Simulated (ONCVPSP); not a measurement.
# Zn: the cost of one run

The numbers are computed with ONCVPSP 4.0.1.1 (patched build) (PBEsol, scalar-relativistic, spin-unpolarised reference atom).

**1. Starting point**

The settings as typed:

```
element                 : zinc (Zn, Z = 30)
type                    : optimised norm-conserving Vanderbilt (ONCV)
frozen core             : [Ne]
valence charge          : 20
reference configuration : 3s2 3p6 3d10 4s2
partial waves           : 3s+4s: rc 1.00 bohr, ncon 4, nbas 9, qcut 14.9 1/bohr, 2 projectors; 3p: rc 1.10 bohr, ncon 4, nbas 8, qcut 9.9 1/bohr, 2 projectors, debl 2.1 Ha; 3d: rc 1.10 bohr, ncon 3, nbas 8, qcut 11.3 1/bohr, 2 projectors, debl 1.5 Ha
local potential         : polynomial inside 0.75 bohr (lpopt 3, dvloc0 0 Ha)
core correction         : polynomial model core, fcfact 0.4
```

An earlier all-electron run gives the scale for the radii.

All-electron outer shells of the reference configuration (PBEsol, scalar-relativistic, ld1.x):

```tsv
shell	level (eV)	outermost node (bohr)	outermost maximum (bohr)
2p	-1003.46	–	0.15
3s	-128.92	0.28	0.59
3p	-83.26	0.25	0.59
3d	-10.17	–	0.56
4s	-6.00	0.85	2.09
4p	-1.07	0.92	3.04
```

**2. The generation run**

File Zn.dat:

```
# ATOM AND REFERENCE CONFIGURATION
# atsym  z   nc   nv     iexc    psfile
  Zn 30.00    3    4  -116133      upf
#
#   n    l    f
    1    0    2.00
    2    0    2.00
    2    1    6.00
    3    0    2.00
    3    1    6.00
    3    2   10.00
    4    0    2.00
#
# PSEUDOPOTENTIAL AND OPTIMIZATION
# lmax
    2
#
#   l,   rc,      ep,       ncon, nbas, qcut
    0    1.00    0.00    4    9   14.90
    1    1.10    0.00    4    8    9.90
    2    1.10    0.00    3    8   11.30
#
# LOCAL POTENTIAL
# lloc, lpopt,  rc(5),   dvloc0
    4    3    0.75    0.00
#
# VANDERBILT-KLEINMAN-BYLANDER PROJECTORs
# l, nproj, debl
    0    2    1.50
    1    2    2.10
    2    2    1.50
#
# MODEL CORE CHARGE
# icmod, fcfact, rcfact
    1    0.40    0.00
#
# LOG DERIVATIVE ANALYSIS
# epsh1, epsh2, depsh
   -6.00    5.00    0.04
#
# OUTPUT GRID
# rlmax, drl
    6.00    0.01
#
# TEST CONFIGURATIONS
# ncnf
    4
# nvcnf
#   n    l    f
    4
    3    0    2.00
    3    1    6.00
    3    2   10.00
    4    0    1.00
#
    4
    3    0    2.00
    3    1    6.00
    3    2   10.00
    4    0    0.00
#
    4
    3    0    2.00
    3    1    6.00
    3    2    9.00
    4    0    0.00
#
    5
    3    0    2.00
    3    1    6.00
    3    2   10.00
    4    0    1.00
    4    1    1.00
#
```

The run is started by

```
oncvpsp.x < Zn.dat > Zn.out
```

**Question.** How long does this run take on 1 thread of Neoverse-V1, shared host?

About 5.4 s.
